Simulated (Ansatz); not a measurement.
# CH6AlFN2Si: the cost of one run

Method: RKS PBE0-D4/STO-3G, in Ansatz 0.2.0.

## Step 1: The system as given

Bond lengths: N1–C2 1.277 Å, C2–Si3 1.859 Å, Si3–F4 1.585 Å, Si3–Al5 2.366 Å, Al5–N6 1.892 Å, N1–H7 1.069 Å, C2–H8 1.104 Å, Si3–H9 1.538 Å, Al5–H10 1.605 Å, N6–H11 1.028 Å, N6–H12 1.043 Å. Angles (14 of 16 angles, heavy atoms first): N1–C2–Si3 123.3°, C2–Si3–F4 110.9°, C2–Si3–Al5 109.3°, F4–Si3–Al5 111.1°, Si3–Al5–N6 119.8°, N1–C2–H8 117.6°, Si3–C2–H8 119.0°, C2–N1–H7 116.6°, C2–Si3–H9 108.1°, F4–Si3–H9 108.3°, Al5–Si3–H9 109.1°, Si3–Al5–H10 119.0°, N6–Al5–H10 121.1°, Al5–N6–H11 106.0°.

Structure file:

```xyz
12

N    -0.1142   -2.2905    0.2095
C     0.3980   -1.5322    1.0998
Si   -0.1170    0.2361    1.3557
F    -1.6569    0.3300    1.7185
Al    0.3775    1.4842   -0.5921
N    -0.4758    1.0569   -2.2258
H    -0.8777   -1.8619   -0.4036
H     1.2160   -1.9461    1.7149
H     0.6917    0.8032    2.5348
H     1.4097    2.7096   -0.4903
H     0.2700    0.7500   -2.8625
H    -1.0443    0.2055   -2.0250
```

## Step 2: Relaxing the start

The input, input.yaml:

```yaml
crystal:
  periodic: [false, false, false]
  atoms:
    - { symbol: "N", position_ang: [-0.1142, -2.2905, 0.2095] }
    - { symbol: C, position_ang: [0.398, -1.5322, 1.0998] }
    - { symbol: Si, position_ang: [-0.117, 0.2361, 1.3557] }
    - { symbol: F, position_ang: [-1.6569, 0.33, 1.7185] }
    - { symbol: Al, position_ang: [0.3775, 1.4842, -0.5921] }
    - { symbol: "N", position_ang: [-0.4758, 1.0569, -2.2258] }
    - { symbol: H, position_ang: [-0.8777, -1.8619, -0.4036] }
    - { symbol: H, position_ang: [1.216, -1.9461, 1.7149] }
    - { symbol: H, position_ang: [0.6917, 0.8032, 2.5348] }
    - { symbol: H, position_ang: [1.4097, 2.7096, -0.4903] }
    - { symbol: H, position_ang: [0.27, 0.75, -2.8625] }
    - { symbol: H, position_ang: [-1.0443, 0.2055, -2.025] }
basis:
  gaussian: { orbitals: STO-3G }
hamiltonian:
  xc: pbe0
  dispersion: d4
relax:
  f_tol: 0.02
  max_steps: 40
scf:
  lower_state_search: "off"
```

On the command line:

```bash
$ ansatz run input.yaml --threads 1 --pin off --max-ram 2048MiB --backend cpu --events-out ev --progress --plain --runs-dir out
```

Q: Estimate wall time and peak memory on 1 thread of Arm Neoverse V2, shared host.

About 84 s, with a peak of 0.17 GiB.
